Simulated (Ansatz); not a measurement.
**(MeSi)4O6 adamantane (C₄H₁₂O₆Si₄): the relaxed shape and its frontier levels**

Aim: characterise (MeSi)4O6 adamantane (C₄H₁₂O₆Si₄) as a singlet: its structure, frontier levels and distribution of charge.

Computed with Ansatz 0.2.0, Gaussian basis. Level: RKS PBE0-D4/def2-TZVP.

Levels to be run: relaxation at r2SCAN-D4/def2-SVP; a single point at PBE0-D4/def2-TZVP.

5 further runs of the same task are left out: 3 that didn't finish, 2 set aside as unsound or not needed. Runs told in other sessions of the task aren't counted.

**1. The starting structure**

26 atoms, charge 0, spin multiplicity 1.

Atoms are counted from 1 here; the program's logs count them from 0.

Bond lengths: Si1–C2 1.864 Å, Si1–O3 1.637 Å, Si1–O9 1.637 Å, Si1–O13 1.636 Å, C2–H15 1.081 Å, C2–H16 1.081 Å, C2–H17 1.081 Å, O3–Si4 1.637 Å, Si4–C5 1.864 Å, Si4–O6 1.637 Å, Si4–O14 1.637 Å, C5–H18 1.081 Å, C5–H19 1.081 Å, C5–H20 1.081 Å, O6–Si7 1.637 Å, Si7–C8 1.864 Å, Si7–O9 1.636 Å, Si7–O10 1.637 Å and more. Angles: C2–Si1–O3 113.1°, C2–Si1–O9 113.0°, C2–Si1–O13 113.1°, O3–Si1–O9 105.6°, O3–Si1–O13 105.7°, O9–Si1–O13 105.6°, Si1–C2–H15 110.5°, Si1–C2–H16 110.5°, Si1–C2–H17 110.6°, H15–C2–H16 108.4°, H15–C2–H17 108.4°, H16–C2–H17 108.4°, Si1–O3–Si4 116.7°, O3–Si4–C5 113.2°, O3–Si4–O6 105.6°, O3–Si4–O14 105.6°, C5–Si4–O6 113.1°, C5–Si4–O14 113.1° and more.

The start is a GFN2-xTB geometry.

**2. Relaxation at r2SCAN-D4/def2-SVP**

Contents of in.yaml:

```yaml
crystal:
  periodic: [false, false, false]
  atoms:
    - {symbol: Si, position_ang: [-0.123360, 1.684940, -0.245680]}
    - {symbol: C, position_ang: [-0.257020, 3.524950, -0.511380]}
    - {symbol: O, position_ang: [-1.534800, 0.895050, -0.496210]}
    - {symbol: Si, position_ang: [-1.516560, -0.728080, -0.285580]}
    - {symbol: C, position_ang: [-3.172180, -1.527140, -0.596420]}
    - {symbol: O, position_ang: [-0.964440, -0.968740, 1.236380]}
    - {symbol: Si, position_ang: [0.485090, -0.305470, 1.606730]}
    - {symbol: C, position_ang: [1.015570, -0.643370, 3.361670]}
    - {symbol: O, position_ang: [0.338510, 1.290040, 1.274270]}
    - {symbol: O, position_ang: [1.534650, -0.892720, 0.496070]}
    - {symbol: Si, position_ang: [1.154270, -0.647460, -1.076480]}
    - {symbol: C, position_ang: [2.413740, -1.355970, -2.253530]}
    - {symbol: O, position_ang: [0.964720, 0.970490, -1.237110]}
    - {symbol: O, position_ang: [-0.339000, -1.287310, -1.275020]}
    - {symbol: H, position_ang: [0.704970, 3.998640, -0.373130]}
    - {symbol: H, position_ang: [-0.955120, 3.959820, 0.190440]}
    - {symbol: H, position_ang: [-0.602100, 3.739710, -1.513160]}
    - {symbol: H, position_ang: [-3.213190, -1.938900, -1.595170]}
    - {symbol: H, position_ang: [-3.968880, -0.803560, -0.492800]}
    - {symbol: H, position_ang: [-3.344980, -2.327650, 0.109670]}
    - {symbol: H, position_ang: [0.522330, 0.034780, 4.044190]}
    - {symbol: H, position_ang: [2.084030, -0.515450, 3.466410]}
    - {symbol: H, position_ang: [0.763870, -1.655780, 3.645400]}
    - {symbol: H, position_ang: [3.353300, -0.827880, -2.167580]}
    - {symbol: H, position_ang: [2.067770, -1.272150, -3.274460]}
    - {symbol: H, position_ang: [2.588810, -2.400790, -2.037540]}
basis:
  gaussian: {orbitals: def2-SVP}
hamiltonian: {xc: r2scan, dispersion: d4}
scf: {lower_state_search: "off"}
output: {orbitals: {seedname: orbitals}}
relax: {f_tol: 0.03, max_steps: 70}
```

Started as:

```console
$ ansatz run in.yaml --threads 4 --pin off --events-out ev --progress --plain --max-ram 6963MiB
```

After this run come: Single point, PBE0-D4/def2-TZVP.

Before running them: what should the planned runs give, taken together? Wanted: point group; commonest bond, hydrogen aside; HOMO, LUMO at PBE0-D4/def2-TZVP; dipole at r2SCAN-D4/def2-SVP.

**Answer**, as computed:

```
                       quantity                            value
                    point group                               Td
 commonest bond, hydrogen aside  O–Si, 12 of mean length 1.678 Å
HOMO, LUMO at PBE0-D4/def2-TZVP                   -8.80, 0.75 eV
   dipole at r2SCAN-D4/def2-SVP                           0.00 D
```

In words: The molecule keeps its bonding pattern by the stored test; the atoms moved 0.25 Å (rms). No usable vibrations, so a minimum isn't proven.
